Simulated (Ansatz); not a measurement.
# GeH12O4Si4: basis-set convergence

The task here is to estimate one member of a computed series from the others.

Computed with Ansatz 0.2.0, Gaussian basis. Level: one geometry, several basis sets.

Levels to be run: PBE0-D4/def2-SVP; ωB97M-V/def2-SVP; PBE0-D4/def2-QZVPP; ωB97M-V/def2-QZVPP; the functionals' def2-TZVPP values are taken from earlier runs.

## The geometry

The geometry comes from an earlier relaxation with PBE0-D4 in a triple-zeta def2 set; it is a stationary point, not always the lowest conformer.

SMILES `[SiH3][O][Ge]([O][SiH3])([O][SiH3])[O][SiH3]`, 21 atoms, charge 0, spin multiplicity 1.

Atoms are counted from 1 here; the program's logs count them from 0.

Bond lengths: Si1–O2 1.648 Å, Si1–H10 1.485 Å, Si1–H11 1.482 Å, Si1–H12 1.486 Å, O2–Ge3 1.738 Å, Ge3–O4 1.738 Å, Ge3–O6 1.738 Å, Ge3–O8 1.738 Å, O4–Si5 1.648 Å, Si5–H13 1.485 Å, Si5–H14 1.486 Å, Si5–H15 1.482 Å, O6–Si7 1.648 Å, Si7–H16 1.486 Å, Si7–H17 1.482 Å, Si7–H18 1.485 Å, O8–Si9 1.648 Å, Si9–H19 1.486 Å and more. Angles: O2–Si1–H10 110.4°, O2–Si1–H11 107.0°, O2–Si1–H12 110.6°, H10–Si1–H11 109.8°, H10–Si1–H12 109.2°, H11–Si1–H12 109.9°, Si1–O2–Ge3 133.2°, O2–Ge3–O4 108.6°, O2–Ge3–O6 111.2°, O2–Ge3–O8 108.6°, O4–Ge3–O6 108.6°, O4–Ge3–O8 111.2°, O6–Ge3–O8 108.6°, Ge3–O4–Si5 133.2°, O4–Si5–H13 110.4°, O4–Si5–H14 110.6°, O4–Si5–H15 107.0°, H13–Si5–H14 109.2° and more.

The first run:

Contents of in.yaml:

```yaml
crystal:
  periodic: [false, false, false]
  atoms:
    - {symbol: Si, position_ang: [0.023987, -2.729716, 1.488702]}
    - {symbol: O, position_ang: [0.578219, -1.232138, 1.079735]}
    - {symbol: Ge, position_ang: [-0.006325, 0.000083, 0.001736]}
    - {symbol: O, position_ang: [1.330884, 0.597660, -0.934671]}
    - {symbol: Si, position_ang: [2.865826, 0.052185, -1.186765]}
    - {symbol: O, position_ang: [-0.703958, 1.326884, 0.882080]}
    - {symbol: Si, position_ang: [-0.191735, 2.859397, 1.207825]}
    - {symbol: O, position_ang: [-1.230528, -0.692099, -1.020194]}
    - {symbol: Si, position_ang: [-2.721764, -0.179713, -1.500661]}
    - {symbol: H, position_ang: [0.261997, -3.690076, 0.381377]}
    - {symbol: H, position_ang: [0.775858, -3.155694, 2.692928]}
    - {symbol: H, position_ang: [-1.430187, -2.683849, 1.790891]}
    - {symbol: H, position_ang: [3.702196, 0.284476, 0.018074]}
    - {symbol: H, position_ang: [2.858719, -1.399609, -1.503457]}
    - {symbol: H, position_ang: [3.413837, 0.815477, -2.333063]}
    - {symbol: H, position_ang: [1.218745, 2.850252, 1.675300]}
    - {symbol: H, position_ang: [-1.072570, 3.393100, 2.273759]}
    - {symbol: H, position_ang: [-0.298037, 3.709514, -0.005055]}
    - {symbol: H, position_ang: [-2.667247, 1.234594, -1.953216]}
    - {symbol: H, position_ang: [-3.138472, -1.052585, -2.623768]}
    - {symbol: H, position_ang: [-3.694144, -0.297543, -0.384557]}
basis:
  gaussian: {orbitals: def2-SVP}
hamiltonian: {xc: pbe0, dispersion: d4}
output: {orbitals: {seedname: orbitals}}
```

Command:

```
$ ansatz run in.yaml --threads 4 --pin off --events-out ev --progress --plain --max-ram 66560MiB --backend cpu
```

Among the steps run: PBE0-D4 in def2-SVP; ωB97M-V in def2-SVP; PBE0-D4 in def2-QZVPP; ωB97M-V in def2-QZVPP.

One of the session's tables, all rows but one given; the rest of the session is left out.

| functional | basis | HOMO (eV) |
| --- | --- | --- |
| PBE0-D4 | def2-SVP | ? |
| PBE0-D4 | def2-TZVPP | -8.96 |
| PBE0-D4 | def2-QZVPP | -8.97 |
| ωB97M-V | def2-SVP | -11.16 |
| ωB97M-V | def2-TZVPP | -11.28 |
| ωB97M-V | def2-QZVPP | -11.30 |

**Question.** Estimate the row for PBE0-D4, def2-SVP.

As computed: HOMO (eV): -8.88. In the column «HOMO (eV)» it is the highest.
